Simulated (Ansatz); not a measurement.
Geometry optimisation, DFT LDA, scalar-relativistic, plane waves, PAW (Ansatz 0.2.0).

input.yaml

```yaml
accuracy: low
crystal:
  lattice:
    - [6.32, 0.0, 0.0]
    - [0.0, 6.32, 0.0]
    - [0.0, 0.0, 6.32]
  atoms:
    - { symbol: W, position: [0.0, 0.0, 0.0] }
    - { symbol: W, position: [0.5, 0.0, 0.0] }
    - { symbol: W, position: [0.0, 0.5, 0.0] }
    - { symbol: W, position: [0.0, 0.0, 0.5] }
    - { symbol: W, position: [0.25, 0.25, 0.25] }
    - { symbol: W, position: [0.5, 0.5, 0.0] }
    - { symbol: W, position: [0.5, 0.0, 0.5] }
    - { symbol: W, position: [0.75, 0.25, 0.25] }
    - { symbol: W, position: [0.0, 0.5, 0.5] }
    - { symbol: W, position: [0.25, 0.75, 0.25] }
    - { symbol: W, position: [0.25, 0.25, 0.75] }
    - { symbol: W, position: [0.5, 0.5, 0.5] }
    - { symbol: W, position: [0.75, 0.75, 0.25] }
    - { symbol: W, position: [0.75, 0.25, 0.75] }
    - { symbol: W, position: [0.25, 0.75, 0.75] }
    - { symbol: W, position: [0.75, 0.75, 0.75] }
    - { symbol: "N", position: [0.1220363, 0.2489438, -0.0098674] }
basis:
  ecutwfc: 420.0
kpoints:
  mp_grid: { grid: [3, 3, 3] }
hamiltonian:
  xc: lda
scf:
  occupations: { method: fermi_dirac, width: 0.15 }
  lower_state_search: "off"
relax:
  f_tol: 0.08
  max_steps: 25
  adjacent_minimum: "off"
```

Command:

```bash
$ ansatz run input.yaml --threads 4 --pin off --max-ram 10240MiB --backend cpu --events-out ev --progress --plain --runs-dir out
```

Problem. Where does it end, and by what steps?

Solution. It converged. The force dipped under the threshold on the way, but the program's further checks kept it going. Limits of this set-up: coarse k mesh, odd electron count without spin, a small cell, in which the defect meets its images, a typed lattice constant that wasn't relaxed here, low accuracy level. After 8 steps the energy has fallen by 3.223 eV; N17 moved furthest, 0.73 Å. The start is strongly strained (largest force component 9 eV/Å).

| step | energy less start (eV) | largest force component (eV/Å) | accepted |
| --- | --- | --- | --- |
| 0 | 0.0000 | 9.265 | yes |
| 1 | -1.5099 | 2.403 | yes |
| 2 | -2.6045 | 0.812 | yes |
| 3 | -2.6776 | 0.729 | yes |
| 4 | -2.8467 | 0.947 | yes |
| 5 | -3.0408 | 0.796 | yes |
| 6 | -3.2027 | 0.926 | yes |
| 7 | -3.2225 | 0.042 | yes |
| 8 | -3.2225 | 0.042 | yes |

```xyz
17
Lattice="6.3200 0.0000 0.0000 0.0000 6.3200 0.0000 0.0000 0.0000 6.3200" Properties=species:S:1:pos:R:3
W 0.045 -0.289 -0.003
W 3.206 -0.013 -0.004
W 0.045 3.448 -0.003
W 0.046 -0.013 3.156
W 1.619 1.580 1.569
W 3.206 3.172 -0.004
W 3.206 0.037 3.156
W 4.791 1.580 1.571
W 0.046 3.172 3.156
W 1.681 4.740 1.631
W 1.620 1.579 4.742
W 3.205 3.122 3.156
W 4.730 4.740 1.632
W 4.792 1.580 4.743
W 1.680 4.740 4.681
W 4.731 4.740 4.681
N 0.044 1.579 -0.003
```

Whether the end is a true minimum wasn't checked by a vibrational analysis.

Time of the run: 66 s on 4 threads of Intel(R) Xeon(R) Platinum 8488C (Sapphire Rapids), with other jobs on the host, peak memory 1.2 GiB.
